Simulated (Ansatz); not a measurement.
# AsRu: strong compression

How does AsRu (rocksalt type) answer strong compression? Methods of the runs shown: PAW. Its runs: cell relaxed at zero pressure (PAW); volume scaled by 1 (PAW); volume scaled by 0.88 (PAW); volume scaled by 0.78 (PAW); volume scaled by 0.68 (PAW and PAW (level accurate)); volume scaled by 0.58 (PAW); volume scaled by 0.5 (PAW and PAW (core large)); volume scaled by 0.43 (PAW and PAW (source ansatz)).

Program: Ansatz 0.2.0. Level of theory: DFT PBEsol, with the methods named in each step. These are calculated values, not measurements.

2 further runs of the same task are left out: 2 that didn't finish. Runs told in other sessions of the task aren't counted.

### 1 The system as given

It takes space group Fm-3m (No. 225, cubic). Conventional cell: a = 5.048 Å, b = 5.048 Å, c = 5.048 Å, α = 90.00°, β = 90.00°, γ = 90.00°. Ru (site symmetry m-3m) has 6 As at 2.52 Å in its first shell of neighbours. As (site symmetry m-3m) has 6 Ru at 2.52 Å in its first shell of neighbours.

Structure file:

```
Ru As
1.0
     0.00000    2.52390    2.52390
     2.52390    0.00000    2.52390
     2.52390    2.52390    0.00000
Ru As
1 1
Direct
  0.00000 0.00000 0.00000
  0.50000 0.50000 0.50000
```

Whether this phase is the stable one at these pressures isn't tested.

Atoms are numbered in the order of the input: Ru1, As2.

### 2 Cell relaxed at zero pressure, PAW

input.yaml

```yaml
crystal:
  lattice:
    - [0.0, 2.5239019917, 2.5239019917]
    - [2.5239019917, 0.0, 2.5239019917]
    - [2.5239019917, 2.5239019917, 0.0]
  atoms:
    - { symbol: Ru, position: [0.0, 0.0, 0.0] }
    - { symbol: As, position: [0.5, 0.5, 0.5] }
kpoints:
  mp_grid: { grid: [14, 14, 14] }
scf:
  occupations: { method: fermi_dirac, width: 0.1 }
hamiltonian:
  xc: pbesol
  pseudopotentials: { kind: paw }
output:
  forces: true
  stress: true
relax:
  f_tol: 0.005
  max_steps: 40
  cell: {}
```

On the command line:

```sh
ansatz run input.yaml --threads 1 --pin off --max-ram 2048MiB --backend cpu --events-out ev --progress --plain --runs-dir out
```

The runs that follow: Volume scaled by 1, PAW; Volume scaled by 0.88, PAW; Volume scaled by 0.78, PAW; Volume scaled by 0.68, PAW; Volume scaled by 0.68, PAW (level accurate); Volume scaled by 0.58, PAW; Volume scaled by 0.5, PAW; Volume scaled by 0.5, PAW (core large); Volume scaled by 0.43, PAW; Volume scaled by 0.43, PAW (source ansatz).

Q: Predict the outcome of this session. Wanted: PAW pressure at 0.43 of the volume; fitted bulk modulus at zero pressure.

The runs gave:

| quantity | value |
| --- | --- |
| PAW pressure at 0.43 of the volume | 1060.0 GPa |
| fitted bulk modulus at zero pressure (PAW) | 193 GPa |
| its pressure derivative | 4.36 |

What this shows: By PAW the pressure climbs to 1060 GPa at 0.43 of the first volume. A third-order Birch-Murnaghan curve fits the range only roughly (B₀ = 193 GPa, B′ = 4.36, misfit at most 7.55 GPa). A fit over so wide a range leans to the high pressures, so B₀ can be off by several per cent. No all-electron run checks these rows here, and frozen cores can fail under such compression. The ions are at rest, and the electrons smeared by 0.1 eV.

At pressures up to 1060 GPa the PAW spheres may overlap and frozen cores may not hold, so those PAW values are rough without an all-electron check.
